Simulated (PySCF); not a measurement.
# C3H7NSSi: the cost of one run

The runs use PySCF 2.14.0, with density-fitted response routines of our own; the level of theory stands in each step. All values are computed, except where a source is named. Atoms are numbered from 0 throughout.

### 1 The starting structure

13 atoms, charge 0, multiplicity 1; geometry from: GFN2-xTB. The atoms were then displaced at random by about 0.01 Å, so the start is not that level's minimum.

Bonds of the start (Å): C0–N1 1.27, N1–C2 1.36, C2–C3 1.39, C3–S4 1.66, S4–Si5 2.20, C0–H6 1.05, C0–H7 1.09, C2–H8 1.06, C3–H9 1.08, Si5–H10 1.48, Si5–H11 1.45, Si5–H12 1.46.

### 2 Geometry optimisation at PBE0-D3(BJ)/def2-SVP

The job: settings as JSON, then the geometry in Å.

```
{"job": {"xc": "PBE0", "basis": "def2-SVP", "d3": "d3bj", "grid": 1, "shake": 0.01, "kind": "geom"}, "charge": 0, "multiplicity": 1}
C     -1.389180    -1.235200     0.566490
N     -0.602010    -0.330720     0.133770
C     -1.004670     0.801050    -0.514210
C     -0.013190     1.684790    -0.924290
S      1.618980     1.453940    -0.697440
Si     1.599450    -0.469510     0.363000
H     -1.001700    -2.078100     1.062040
H     -2.468960    -1.116940     0.437010
H     -2.042420     0.991640    -0.656470
H     -0.326550     2.587520    -1.423150
H      3.073510    -0.542510     0.507760
H      1.378270    -1.529460    -0.607560
H      1.184290    -0.233380     1.742720
```

Launch:

```sh
OMP_NUM_THREADS=1 python probes_run.py task.json out
```

This one command runs all jobs of the session in turn.

Q: Estimate the wall time and peak memory of this first job on 1 thread of Arm Neoverse V2, shared host.

About 76 s, with a peak of 0.51 GiB.
